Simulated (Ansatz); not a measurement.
Crystal: CS2.

```
CELL_PARAMETERS angstrom
3.64579 -2.99431 0.00000
3.64579 2.99431 0.00000
0.00000 0.00000 9.85126
ATOMIC_POSITIONS crystal
S 0.18152 0.81848 0.88687
S 0.31848 0.68152 0.38687
S 0.68152 0.31848 0.61313
S 0.81848 0.18152 0.11313
C 0.50000 0.50000 0.50000
C 0.00000 0.00000 0.00000
```

The cell comes from a database or a generator and needn't be the stable form of this composition.

Base run:

- Program: Ansatz 0.2.0
- Functional: r2SCAN
- Potentials or basis: Ansatz PAW
- Cutoff: 500 eV
- Density cutoff: 2000 eV
- k mesh: 6 × 6 × 3
- Occupations: fermi-dirac, width 0.05 eV
- Spin: no spin polarisation

Its results: band gap on the k mesh 3.75 eV, direct; pressure -0.7 GPa; largest force 0.209 eV/Å.

Q: The run is repeated on the same cell with these changes: functional from r2SCAN to PBEsol; cutoff from 500 eV to 420 eV; density cutoff from 2000 eV to 1680 eV. What comes out?

A: Band gap on the k mesh 3.41 eV, direct; pressure -0.1 GPa; largest force 0.085 eV/Å.

r2SCAN gives the wider gap, since meta-GGAs in the generalised Kohn-Sham scheme recover part of the derivative discontinuity.

Caveats: the PAW data sets come from PBE, with cores solved anew for the run's functional, which leaves a small shift of forces and pressure.

Not every run made on this cell is shown here.
